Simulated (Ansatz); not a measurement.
# HfB3: the cost of one run

Computed with Ansatz 0.2.0 (DFT PBE, scalar-relativistic, plane waves, PAW, unless a step's input says otherwise).

## (1) Starting point

Symmetry: Im-3m, No. 229, cubic system. Conventional cell: a = 4.561 Å, b = 4.561 Å, c = 4.561 Å, α = 90.00°, β = 90.00°, γ = 90.00°. Hf (site symmetry m-3m) is surrounded by 6 B at 2.28 Å. B (site symmetry 4/mmm) is surrounded by 2 Hf at 2.28 Å and 4 B at 2.28 Å.

Structure file:

```cif
data_structure
_symmetry_space_group_name_H-M 'Im-3m'
_symmetry_Int_Tables_number 229
_cell_length_a 4.5609
_cell_length_b 4.5609
_cell_length_c 4.5609
_cell_angle_alpha 90.000
_cell_angle_beta 90.000
_cell_angle_gamma 90.000
_cell_volume 94.87
loop_
_atom_site_label
_atom_site_type_symbol
_atom_site_symmetry_multiplicity
_atom_site_Wyckoff_symbol
_atom_site_fract_x
_atom_site_fract_y
_atom_site_fract_z
_atom_site_occupancy
Hf1 Hf 2 a 0.00000 0.00000 0.00000 1
B1 B 6 b 0.50000 0.00000 0.00000 1
```

Recipe of the guess: random cell by space group and Wyckoff sites (Im-3m, No. 229). The dimensions are guesses.

## (2) Probe: one point on a coarse mesh

The input, input.yaml:

```yaml
crystal:
  lattice:
    - [-2.2804405, 2.2804405, 2.2804405]
    - [2.2804405, -2.2804405, 2.2804405]
    - [2.2804405, 2.2804405, -2.2804405]
  atoms:
    - { symbol: Hf, position: [0.0, 0.0, 0.0] }
    - { symbol: B, position: [0.0, 0.5, 0.5] }
    - { symbol: B, position: [0.5, 0.0, 0.5] }
    - { symbol: B, position: [0.5, 0.5, 0.0] }
basis:
  ecutwfc: 420
kpoints:
  mp_grid: { grid: [6, 6, 6] }
hamiltonian:
  xc: pbe
scf:
  occupations: { method: gaussian, width: 0.1 }
  lower_state_search: "off"
output:
  forces: true
  stress: true
  eigenvalues: true
```

The run is started by

```
> ansatz run input.yaml --threads 1 --pin off --max-ram 2560MiB --backend cpu --events-out ev --progress --plain --runs-dir out
```

**Question.** How long does this run take on 1 thread of Intel Xeon at 2.70GHz, shared host, and how much memory does it need?

About 1.3 s, with a peak of 0.33 GiB.
